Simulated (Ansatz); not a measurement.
# TiC+ (quartet): the correlation ladder, def2-QZVPP

An exercise on one series of results from a longer session: the logs are not shown, and one member is left open.

The runs use Ansatz 0.2.0, Gaussian basis; def2-QZVPP, core rule «outside noble gas», up to 10 orbitals frozen.

Plan: UHF; ROHF; CCSD(T) on UHF.

## The geometry

The geometry is a PBE0/def2-TZVP stationary point (not a proven minimum) of the parent state, kept for this charge and spin.

2 atoms, charge 1, spin multiplicity 4.

Atoms are counted from 1 here; the program's logs count them from 0.

Bond lengths: Ti1–C2 1.805 Å.

Coordinates:

```csv
atom,x (Å),y (Å),z (Å)
Ti1,0.0000,0.0000,0.0000
C2,0.0000,0.0000,1.8052
```

The first run:

Contents of in.yaml:

```yaml
crystal:
  periodic: [false, false, false]
  atoms:
    - {symbol: Ti, position_ang: [0.000000, 0.000000, 0.000000]}
    - {symbol: C, position_ang: [0.000000, 0.000000, 1.805200]}
basis:
  gaussian: {orbitals: "def2-QZVPP.json"}
total_charge: 1
magnetization: {spin_polarized: true, initial_magnetization: 3}
hamiltonian: {xc: hf}
output: {orbitals: {seedname: orbitals}}
```

Run with:

```console
ansatz run in.yaml --threads 1 --pin off --events-out ev --progress --plain --max-ram 3968MiB --backend cpu
```

Steps of the session up to this table: UHF; ROHF; CCSD(T) on UHF.

One table of the session follows, with a row left open; its other results are not shown here.

```
  method  from UCCSD(T) (meV)
    ROHF              +6688.8
     UHF              +5456.1
    UMP2                    ?
   UCCSD               +442.2
UCCSD(T)                    0
```

**Question.** Estimate the row for UMP2.

**Answer.** from UCCSD(T) (meV): +1745.4. In the column «from UCCSD(T) (meV)» it lies between UCCSD (+442.2) and UHF (+5456.1).

To keep in mind: The determinant is far from a pure spin state, so its energy mixes those of several spin states (harmless only where they are near-degenerate, as at dissociation).
